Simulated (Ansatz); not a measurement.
# CH₉BSSi₂: up Jacob's ladder to CCSD(T)

How much do the methods differ for CH₉BSSi₂? The plan is to run it at one geometry with functionals of several rungs and with coupled cluster. The yardstick is the atomisation energy at the CCSD(T) limit.

Computed with Ansatz 0.2.0, Gaussian basis. Level: functionals in def2-TZVPP, the program's frozen cores in correlated methods.

Plan: LDA (SPW92), PBE-D4, revPBE-D4, BLYP-D4, r2SCAN-D4, B97M-V, PBE0-D4, B3LYP-D4, r2SCANh-D4, r2SCAN0-D4, HSE06-D4, BHLYP-D4, CAM-B3LYP-D4, LC-ωPBE, ωB97X-V, ωB97M-V, B2PLYP, PBE-QIDH; CCSD(T)/def2-SVP; CCSD(T)/def2-TZVPP; MP2/def2-QZVPP; extrapolation to the limit; RPA on PBE.

## Step 1: The geometry

The geometry comes from an earlier relaxation with PBE0-D4 in a triple-zeta def2 set; it is a stationary point, not always the lowest conformer.

SMILES `BCS[SiH2][SiH3]`, 14 atoms, charge 0, spin multiplicity 1.

Atoms are counted from 1 here; the program's logs count them from 0.

Bond lengths: B1–C2 1.553 Å, B1–H6 1.195 Å, B1–H7 1.197 Å, C2–S3 1.818 Å, C2–H8 1.100 Å, C2–H9 1.098 Å, S3–Si4 2.133 Å, Si4–Si5 2.342 Å, Si4–H10 1.492 Å, Si4–H11 1.487 Å, Si5–H12 1.490 Å, Si5–H13 1.487 Å, Si5–H14 1.489 Å. Angles: C2–B1–H6 122.6°, C2–B1–H7 117.7°, H6–B1–H7 119.7°, B1–C2–S3 114.6°, B1–C2–H8 106.4°, B1–C2–H9 109.1°, S3–C2–H8 110.7°, S3–C2–H9 110.6°, H8–C2–H9 104.8°, C2–S3–Si4 100.1°, S3–Si4–Si5 111.2°, S3–Si4–H10 110.3°, S3–Si4–H11 105.9°, Si5–Si4–H10 109.9°, Si5–Si4–H11 110.4°, H10–Si4–H11 109.1°, Si4–Si5–H12 110.1°, Si4–Si5–H13 109.8° and more.

## Step 2: LDA

This LDA is Slater exchange with PW92 correlation.

Input file in.yaml:

```yaml
crystal:
  periodic: [false, false, false]
  atoms:
    - {symbol: B, position_ang: [-1.667749, 2.149589, 1.216117]}
    - {symbol: C, position_ang: [-1.105477, 0.897358, 0.490515]}
    - {symbol: S, position_ang: [-0.281077, -0.302059, 1.579327]}
    - {symbol: Si, position_ang: [0.330158, -1.754128, 0.141091]}
    - {symbol: Si, position_ang: [1.925713, -0.870811, -1.328515]}
    - {symbol: H, position_ang: [-1.499134, 2.348229, 2.381951]}
    - {symbol: H, position_ang: [-2.278041, 2.944339, 0.561164]}
    - {symbol: H, position_ang: [-0.410558, 1.268601, -0.277091]}
    - {symbol: H, position_ang: [-1.915002, 0.415896, -0.072882]}
    - {symbol: H, position_ang: [-0.848945, -2.248025, -0.627586]}
    - {symbol: H, position_ang: [0.909856, -2.880648, 0.919083]}
    - {symbol: H, position_ang: [1.416583, 0.389105, -1.938619]}
    - {symbol: H, position_ang: [3.176813, -0.561581, -0.587159]}
    - {symbol: H, position_ang: [2.234060, -1.825063, -2.428791]}
basis:
  gaussian: {orbitals: def2-TZVPP}
hamiltonian: {xc: lda}
output: {orbitals: {seedname: orbitals}}
```

The run is started by

```sh
$ ansatz run in.yaml --threads 4 --pin off --events-out ev --progress --plain --max-ram 10444MiB
```

After this run come: PBE-D4 (GGA); revPBE-D4 (GGA); BLYP-D4 (GGA); r2SCAN-D4 (meta-GGA); B97M-V (meta-GGA); PBE0-D4 (hybrid); B3LYP-D4 (hybrid); r2SCANh-D4 (hybrid); r2SCAN0-D4 (hybrid); HSE06-D4 (hybrid); BHLYP-D4 (hybrid); CAM-B3LYP-D4 (range-separated); LC-ωPBE (range-separated); ωB97X-V (range-separated); ωB97M-V (range-separated); B2PLYP (double hybrid); PBE-QIDH (double hybrid); CCSD(T) in def2-SVP; CCSD(T) in def2-TZVPP; MP2 in def2-QZVPP; RPA on PBE orbitals.

**Question.** What will the summary of the whole plan be? Wanted: atomisation energy, CCSD(T)/CBS; farthest beyond LDA; mean size of error, GGA; mean size of error, meta-GGA; mean size of error, hybrid; mean size of error, range-separated; mean size of error, double hybrid; gap, smallest and largest; T1 diagnostic.

The runs gave:

| quantity | value |
| --- | --- |
| atomisation energy, CCSD(T)/CBS | 4514.2 kJ/mol |
| functionals within 22.6 kJ/mol (0.5 %) | PBE-D4, PBE0-D4, B3LYP-D4, r2SCANh-D4, r2SCAN0-D4, HSE06-D4, CAM-B3LYP-D4, ωB97M-V |
| farthest beyond LDA | B2PLYP (-57.6 kJ/mol) |
| mean size of error, GGA | 36.3 kJ/mol |
| mean size of error, meta-GGA | 33.8 kJ/mol |
| mean size of error, hybrid | 13.0 kJ/mol |
| mean size of error, range-separated | 30.6 kJ/mol |
| mean size of error, double hybrid | 41.4 kJ/mol |
| gap, smallest and largest | 2.78 eV (LDA (SPW92)), 10.13 eV (LC-ωPBE) |
| T1 diagnostic | 0.0121 |
| triples share of the correlation energy | 3.9 % |

**Reading.** The LDA atomisation energy is off by 527.5 kJ/mol (12 %): it overbinds. PBE-D4 misses by +17.7 kJ/mol. Double hybrids carry the basis error of their MP2 part in triple zeta, and no dispersion term here, so their miss is partly the set-up's. Taken by rung, hybrid functionals do best (13.0 kJ/mol on average) and double hybrid ones worst beyond LDA (41.4 kJ/mol). GGA functionals lie within the reference's doubt of that worst mean (36.3 kJ/mol), so those two tie. The reference freezes the cores and leaves out relativity and excitations past (T), so misses under about 22.6 kJ/mol can't be ranked. Hartree-Fock recovers 76 % of the binding; the rest is correlation. CCSD(T) in def2-SVP is off by -273.2 kJ/mol, worse than the median functional, from the basis alone. The gap grows from 2.8 to 10.1 eV across the functionals, mostly with the share of exact exchange.
